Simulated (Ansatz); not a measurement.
# C3H6ClFSi: one species, many methods

An exercise on one series of results from a longer session: the logs are not shown, and one member is left open.

Program: Ansatz 0.2.0, Gaussian basis. Level of theory: functionals in def2-TZVPP, the program's frozen cores in correlated methods. These are calculated values, not measurements.

Plan: PBE-D4, r2SCAN-D4, PBE0-D4, B3LYP-D4, ωB97X-V, ωB97M-V, B2PLYP; CCSD(T)/def2-TZVPP; MP2/def2-QZVPP; extrapolation to the limit.

### The relaxed structure

All runs share one geometry, relaxed beforehand with PBE0-D4 in a triple-zeta def2 set.

SMILES `C[SiH2]/C(Cl)=C\F`, 12 atoms, charge 0, spin multiplicity 1.

Atoms are counted from 1 here; the program's logs count them from 0.

Bond lengths: C1–Si2 1.865 Å, C1–H7 1.092 Å, C1–H8 1.092 Å, C1–H9 1.093 Å, Si2–C3 1.875 Å, Si2–H10 1.484 Å, Si2–H11 1.486 Å, C3–Cl4 1.739 Å, C3–C5 1.326 Å, C5–F6 1.333 Å, C5–H12 1.085 Å. Angles: Si2–C1–H7 110.6°, Si2–C1–H8 110.8°, Si2–C1–H9 110.4°, H7–C1–H8 108.4°, H7–C1–H9 108.3°, H8–C1–H9 108.3°, C1–Si2–C3 109.6°, C1–Si2–H10 111.7°, C1–Si2–H11 110.6°, C3–Si2–H10 108.4°, C3–Si2–H11 106.9°, H10–Si2–H11 109.5°, Si2–C3–Cl4 115.4°, Si2–C3–C5 127.9°, Cl4–C3–C5 116.6°, C3–C5–F6 121.4°, C3–C5–H12 125.7°, F6–C5–H12 112.9°.

Geometry (Å):

```csv
atom,x (Å),y (Å),z (Å)
C1,0.27824,-0.81056,-1.73819
Si2,0.88075,0.13019,-0.24521
C3,-0.38726,0.00663,1.13037
Cl4,-0.74478,-1.60562,1.67436
C5,-1.04173,0.99321,1.72678
F6,-0.84458,2.26595,1.38252
H7,0.06647,-1.84970,-1.47782
H8,-0.63446,-0.36250,-2.13679
H9,1.03641,-0.80252,-2.52483
H10,1.10014,1.56522,-0.55243
H11,2.13995,-0.46429,0.27454
H12,-1.77204,0.87877,2.52059
```

Set-up of the first run:

Contents of in.yaml:

```yaml
crystal:
  periodic: [false, false, false]
  atoms:
    - {symbol: C, position_ang: [0.278243, -0.810556, -1.738185]}
    - {symbol: Si, position_ang: [0.880745, 0.130192, -0.245206]}
    - {symbol: C, position_ang: [-0.387260, 0.006632, 1.130375]}
    - {symbol: Cl, position_ang: [-0.744783, -1.605623, 1.674362]}
    - {symbol: C, position_ang: [-1.041731, 0.993215, 1.726782]}
    - {symbol: F, position_ang: [-0.844582, 2.265954, 1.382520]}
    - {symbol: H, position_ang: [0.066471, -1.849697, -1.477822]}
    - {symbol: H, position_ang: [-0.634460, -0.362503, -2.136790]}
    - {symbol: H, position_ang: [1.036409, -0.802524, -2.524835]}
    - {symbol: H, position_ang: [1.100136, 1.565223, -0.552434]}
    - {symbol: H, position_ang: [2.139953, -0.464287, 0.274544]}
    - {symbol: H, position_ang: [-1.772041, 0.878773, 2.520589]}
basis:
  gaussian: {orbitals: def2-TZVPP}
hamiltonian: {xc: pbe, dispersion: d4}
output: {forces: true, orbitals: {seedname: orbitals}}
```

Run with:

```
$ ansatz run in.yaml --threads 2 --pin off --events-out ev --progress --plain --max-ram 22528MiB --backend cuda --devices 0, --max-vram 18GiB
```

Steps of the session up to this table: PBE-D4 (GGA); r2SCAN-D4 (meta-GGA); PBE0-D4 (hybrid); B3LYP-D4 (hybrid); ωB97X-V (range-separated); ωB97M-V (range-separated); B2PLYP (double hybrid); CCSD(T) in def2-TZVPP; MP2 in def2-QZVPP.

One table of the session follows, with a row left open; its other results are not shown here.

| method | atomisation energy (eV) |
| --- | --- |
| PBE-D4 | 47.372 |
| r2SCAN-D4 | 46.478 |
| PBE0-D4 | 46.504 |
| B3LYP-D4 | 46.174 |
| ωB97X-V | ? |
| ωB97M-V | 46.417 |
| B2PLYP | 45.680 |
| HF/def2-TZVPP | 33.845 |
| MP2/def2-TZVPP | 45.892 |
| CCSD/def2-TZVPP | 44.245 |
| CCSD(T)/def2-TZVPP | 45.012 |
| MP2/CBS | 47.083 |
| CCSD(T)/CBS | 46.203 |

Estimate the missing values for ωB97X-V.

As computed: atomisation energy (eV): 46.393. In the column «atomisation energy (eV)» it lies between CCSD(T)/CBS (46.203) and ωB97M-V (46.417).
